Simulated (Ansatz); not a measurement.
**CHBLiO2+: single points off equilibrium**

An exercise on one series of results from a longer session: the logs are not shown, and one member is left open.

Method: single points in def2-TZVPP; program: Ansatz 0.2.0, Gaussian basis.

Cores are frozen in the correlated methods. The outer core shell of Li, Na, Mg and K is correlated.

### The starting structure

SMILES `[Li][O]B=[C+]O`, 6 atoms, charge 1, spin multiplicity 1.

Atoms are counted from 1 here; the program's logs count them from 0.

Bond lengths: Li1–O2 1.554 Å, O2–B3 1.348 Å, B3–C4 1.604 Å, C4–O5 1.086 Å, O5–H6 0.994 Å. Angles: Li1–O2–B3 172.3°, O2–B3–C4 143.3°, B3–C4–O5 132.3°, C4–O5–H6 119.8°.

Geometry (Å):

```
Li    1.44540    2.08600    1.87810
O     0.64930    1.22330    0.85990
B     0.08930    0.35070   -0.00080
C    -0.48990   -1.14010   -0.12600
O    -0.87810   -1.70490   -0.96840
H    -0.86740   -1.30460   -1.87810
```

Set-up of the first run:

Contents of run/in.yaml:

```yaml
crystal:
  periodic: [false, false, false]
  atoms:
    - {symbol: Li, position_ang: [1.445400, 2.086000, 1.878100]}
    - {symbol: O, position_ang: [0.649300, 1.223300, 0.859900]}
    - {symbol: B, position_ang: [0.089300, 0.350700, -0.000800]}
    - {symbol: C, position_ang: [-0.489900, -1.140100, -0.126000]}
    - {symbol: O, position_ang: [-0.878100, -1.704900, -0.968400]}
    - {symbol: H, position_ang: [-0.867400, -1.304600, -1.878100]}
basis:
  gaussian: {orbitals: def2-TZVPP}
total_charge: 1
correlation: {method: ccsd_t}
output: {forces: true}
```

No record of the launch command was kept for these runs.

Among the steps run: CCSD(T)/def2-TZVPP; PBE0-D4/def2-TZVPP; wB97M-V/def2-TZVPP; r2SCAN-D4/def2-TZVPP; PBE-D4/def2-TZVPP; revPBE-D4/def2-TZVPP; BLYP-D4/def2-TZVPP.

One of the session's tables, all rows but one given; the rest of the session is left out.

```
   method  RMS force component (eV/Å)  angle to CCSD(T) forces (°)
  CCSD(T)                       6.937                    reference
  PBE0-D4                       6.677                          2.4
  wB97M-V                       6.806                          2.1
r2SCAN-D4                       6.661                          1.7
   PBE-D4                       6.727                          2.7
revPBE-D4                           ?                            ?
  BLYP-D4                       6.719                          2.8
```

**Question.** Estimate the row for revPBE-D4.

As computed: RMS force component (eV/Å): 6.823; angle to CCSD(T) forces (°): 2.8. In the column «RMS force component (eV/Å)» it lies between wB97M-V (6.806) and CCSD(T) (6.937).
